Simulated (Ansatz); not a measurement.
# VH (P6_3/mmc): scan of the energy under strain in Python

What does a strain cost in VH (P6_3/mmc)? Aim: a scan of the energy under strain, for VH (P6_3/mmc), run from a script.

Program: Ansatz 0.2.0 through its Python package. Level of theory: DFT PBEsol, plane waves, PAW. These are calculated values, not measurements.

### Step 1. The system

It takes space group P6_3/mmc (No. 194, hexagonal). The conventional cell has a = 2.736 Å, b = 2.736 Å, c = 4.936 Å, α = 90.00°, β = 90.00°, γ = 120.00°. Around V (site symmetry -3m) lie 6 H at 2.00 Å. Around H (site symmetry -6m2) lie 6 V at 2.00 Å.

The script holds or builds the structure itself.

### Step 2. The script

vh.py

```python
"""A shear strain scan of VH."""

import warnings

import ansatz as az
import matplotlib.pyplot as plt
import numpy as np

vectors0 = np.array([
    [2.73558, 0.0, 0.0],
    [-1.36779, 2.369082, 0.0],
    [0.0, 0.0, 4.935968],
])
sites = [
    ("V", (0.0, 0.0, 0.0), 1.5),
    ("V", (0.0, 0.0, 0.5), 1.5),
    ("H", (2 / 3, 1 / 3, 0.75), 0.0),
    ("H", (1 / 3, 2 / 3, 0.25), 0.0),
]


def crystal_on(cell):
    crystal = az.Crystal(lattice=az.Lattice.of(cell))
    for symbol, position, moment in sites:
        crystal = crystal.atom(symbol, position, moment=moment or None)
    return crystal


def main() -> None:
    warnings.simplefilter("ignore", az.DeckWarning)

    # clamped ions: the fractional positions stay as typed
    values = np.linspace(-0.03, 0.03, 7)
    energies = []
    for d in values:
        strain = np.array([[0, d / 2, 0], [d / 2, 0, 0], [0, 0, 0]])
        cell = vectors0 @ (np.eye(3) + strain)
        model = (
            crystal_on(cell).calculation()
            .functional("pbesol")
            .basis(14 * az.Ha, xc_grid=1)
            .occupations("Fermi-Dirac", width=0.02)
            .spin("collinear")
            .kpoints(14, 14, 7)  # the mesh must be finer for metals
            .stress()
        )
        r = model.run(threads=1, pin="off").report
        energies.append(r["free_energy_ev"] / len(sites))
        s = r["stress_gpa"]
        print(f"d = {d:+.4f}  stress xx yy zz xy (GPa, compression positive): {s[0][0]:8.3f} {s[1][1]:8.3f} {s[2][2]:8.3f} {s[0][1]:8.3f}")
    energies = np.array(energies)

    for value, e in zip(values, energies):
        print(f"strain {value:7.3f}   E - Emin = {1000 * (e - energies.min()):9.3f} meV/atom")
    plt.figure(figsize=(4.5, 3))
    plt.plot(values, 1000 * (energies - energies.min()), "o-")
    plt.xlabel("strain")
    plt.ylabel("meV/atom")
    plt.tight_layout()
    plt.savefig("strain.png", dpi=100)
    curvature = 2 * np.polyfit(values, energies, 3)[1]
    volume = abs(np.linalg.det(vectors0)) / len(sites)
    print(f"d2E/dd2 over the volume: {curvature / volume * 160.21766:.1f} GPa")


if __name__ == "__main__":
    main()
```

### Step 3. The input behind the calls

The engine receives this input (first run):

```yaml
crystal:
  lattice:
    - [2.73558, -0.0410337, 0.0]
    - [-1.40332623, 2.38959885, 0.0]
    - [0.0, 0.0, 4.935968]
  atoms:
    - { symbol: V, position: [0.0, 0.0, 0.0], spin: 1.5 }
    - { symbol: V, position: [0.0, 0.0, 0.5], spin: 1.5 }
    - { symbol: H, position: [0.6666666666666666, 0.3333333333333333, 0.75] }
    - { symbol: H, position: [0.3333333333333333, 0.6666666666666666, 0.25] }
basis:
  ecutwfc: 380.959407443832
  xc_grid: 1
kpoints:
  mp_grid:
    grid: [14, 14, 7]
hamiltonian:
  xc: pbesol
magnetization:
  spin_polarized: true
scf:
  occupations:
    method: fermi_dirac
    width: 0.02
output:
  stress: true
```

### Step 4. The run

Launch:

```bash
> python vh.py
```

**Question.** How much energy does this shear strain cost, and what curvature follows?

The runs gave:

```
                  quantity          value
curvature under the strain      -26.5 GPa
             runs compared              7
           range of energy  0.61 meV/atom
      lowest point, strain          0.030
```

**Reading.** Against the unstrained cell the energy per atom changes by -0.61 meV at one end of the scan and -0.61 meV at the other, and its second derivative over the volume is -26.5 GPa. The lowest row is an end of the scan, as the cell stands under stress. What to keep in mind:
- The cutoff lies under the one recommended for these potentials.
- The SCF didn't keep the moments it started from (some shrank, vanished or turned); what is printed is the state reached.
- Under the recommended cutoff a pressure can be off by several GPa, even in sign.
- The curvature belongs to this strain pattern and to the cell's stress; it equals a single elastic constant only for simple patterns.
- In a metal a curvature from energy changes of a few meV or less hangs on mesh and smearing, in size and even in sign.
- This cell is a computed structure, which may not be the phase found in nature.
- The ions keep their fractional positions (clamped ions).
- The script silences the warnings on its input, which a real study should read. The starting moments were not kept in at least one run, so it stands on a weaker or other magnetic state than the one typed.
